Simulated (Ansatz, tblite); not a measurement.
# Si(vinyl)3Br (C6H9BrSi): rung by rung

An exercise on one series of results from a longer session: the logs are not shown, and one member is left open.

Computed with Ansatz 0.2.0, Gaussian basis. Level: as each input shows.

Levels to be run: GFN1-xTB, GFN2-xTB, PBE-D4/def2-TZVP, r2SCAN-D4/def2-TZVP, B2PLYP/def2-TZVP, B97M-V/def2-TZVP, LDA/def2-TZVP, LC-ωPBE(0.10)/def2-SVP, LC-ωPBE(0.15)/def2-SVP, LC-ωPBE(0.20)/def2-SVP, LC-ωPBE(0.30)/def2-SVP, PBE-D4/def2-SVP, PBE0-D4/def2-SVP, HF/STO-3G, PBE0-D4/def2-TZVPD, PBE-D4/def2-TZVPD, B2PLYP/def2-TZVPD, CCSD(T)/def2-SVP, MP2/def2-TZVP, RPA/def2-TZVP.

2 further runs of the same task are left out: 2 set aside as unsound or not needed.

### The structure

The singlet was relaxed beforehand with r2SCAN-D4/def2-SVP.

17 atoms, charge 0, spin multiplicity 1.

Bond lengths: Si1–C2 1.869 Å, Si1–C7 1.869 Å, Si1–C12 1.869 Å, Si1–Br17 2.247 Å, C2–C3 1.341 Å, C2–H4 1.102 Å, C3–H5 1.097 Å, C3–H6 1.097 Å, C7–C8 1.341 Å, C7–H9 1.102 Å, C8–H10 1.097 Å, C8–H11 1.097 Å, C12–C13 1.341 Å, C12–H14 1.102 Å, C13–H15 1.097 Å, C13–H16 1.097 Å. Angles: C2–Si1–C7 109.8°, C2–Si1–C12 109.8°, C2–Si1–Br17 109.1°, C7–Si1–C12 109.8°, C7–Si1–Br17 109.2°, C12–Si1–Br17 109.2°, Si1–C2–C3 126.3°, Si1–C2–H4 115.8°, C3–C2–H4 117.8°, C2–C3–H5 121.5°, C2–C3–H6 121.9°, H5–C3–H6 116.6°, Si1–C7–C8 126.3°, Si1–C7–H9 115.8°, C8–C7–H9 117.8°, C7–C8–H10 121.5°, C7–C8–H11 121.9°, H10–C8–H11 116.6° and more.

PBE0-D4/def2-TZVP was run before; its log isn't repeated, and its numbers join the tables.

The first run:

Tight binding, by tblite at 300 K electronic temperature and without a spin-polarisation term:

```python
tblite.interface.Calculator('GFN1-xTB', numbers, positions, charge=0, uhf=0).singlepoint()
```

Tight binding, by tblite at 300 K electronic temperature and without a spin-polarisation term:

```python
tblite.interface.Calculator('GFN2-xTB', numbers, positions, charge=0, uhf=0).singlepoint()
```

start.molden holds the orbitals of an earlier run on this state, given as this run's starting guess.

in.yaml

```yaml
crystal:
  periodic: [false, false, false]
  atoms:
    - {symbol: Si, position_ang: [-0.040116, -0.067814, -0.028473]}
    - {symbol: C, position_ang: [-0.287810, 0.058830, 1.819232]}
    - {symbol: C, position_ang: [-0.979854, -0.794384, 2.588133]}
    - {symbol: H, position_ang: [0.187759, 0.923712, 2.309275]}
    - {symbol: H, position_ang: [-1.477049, -1.674950, 2.163952]}
    - {symbol: H, position_ang: [-1.077937, -0.649199, 3.670702]}
    - {symbol: C, position_ang: [1.782907, -0.205800, -0.414329]}
    - {symbol: C, position_ang: [2.387323, -1.226626, -1.039398]}
    - {symbol: H, position_ang: [2.407838, 0.642031, -0.090362]}
    - {symbol: H, position_ang: [1.823863, -2.100565, -1.387628]}
    - {symbol: H, position_ang: [3.467473, -1.231643, -1.228835]}
    - {symbol: C, position_ang: [-0.750859, 1.442742, -0.867776]}
    - {symbol: C, position_ang: [-1.731755, 1.455735, -1.781990]}
    - {symbol: H, position_ang: [-0.309589, 2.408377, -0.572549]}
    - {symbol: H, position_ang: [-2.213255, 0.530285, -2.119980]}
    - {symbol: H, position_ang: [-2.093244, 2.389105, -2.230101]}
    - {symbol: Br, position_ang: [-1.095694, -1.899817, -0.789883]}
basis:
  gaussian: {orbitals: def2-TZVP, initial_orbitals: start.molden}
hamiltonian: {xc: pbe, dispersion: d4}
scf: {omitted_lower_state_checks: [starts]}
output: {orbitals: {seedname: orbitals}}
```

On the command line:

```
$ ansatz run in.yaml --threads 2 --pin off --events-out ev --progress --plain --max-ram 22528MiB --backend cuda --devices 0, --max-vram 18GiB
```

Among the steps run: PBE-D4/def2-TZVP; r2SCAN-D4/def2-TZVP; B2PLYP/def2-TZVP; B97M-V/def2-TZVP; LDA/def2-TZVP; LC-ωPBE(0.10)/def2-SVP; LC-ωPBE(0.15)/def2-SVP; LC-ωPBE(0.20)/def2-SVP; LC-ωPBE(0.30)/def2-SVP; PBE-D4/def2-SVP; PBE0-D4/def2-SVP; HF/STO-3G; PBE0-D4/def2-TZVPD; PBE-D4/def2-TZVPD; B2PLYP/def2-TZVPD; CCSD(T)/def2-SVP; MP2/def2-TZVP; RPA/def2-TZVP.

One of the session's tables, all rows but one given; the rest of the session is left out.

```
             method  binding an atom (eV)
          HF/STO-3G                 3.842
        HF/def2-SVP                     ?
       HF/def2-TZVP                 3.190
      LDA/def2-TZVP                 4.860
    PBE-D4/def2-SVP                 4.407
   PBE-D4/def2-TZVP                 4.379
  PBE-D4/def2-TZVPD                 4.381
r2SCAN-D4/def2-TZVP                 4.291
   B97M-V/def2-TZVP                 4.277
   PBE0-D4/def2-SVP                 4.341
  PBE0-D4/def2-TZVP                 4.310
 PBE0-D4/def2-TZVPD                 4.312
       MP2/def2-SVP                 4.140
      MP2/def2-TZVP                 4.207
      CCSD/def2-SVP                 4.036
   CCSD(T)/def2-SVP                 4.088
```

Estimate the missing values for HF/def2-SVP.

The run gave: binding an atom (eV): 3.235. In the column «binding an atom (eV)» it lies between HF/def2-TZVP (3.190) and HF/STO-3G (3.842).

Some runs used a GPU and others CPU threads alone, so the times don't compare the methods' cost.

Limits of these values: Free atoms were run apart at each level; binding is atoms less cluster, divided by the number of atoms, without zero-point or spin-orbit terms. The yardstick is in a double-zeta basis, so levels in larger sets aren't compared like for like. CCSD(T)/def2-SVP isn't at the basis-set limit; small misses against it rank nothing.
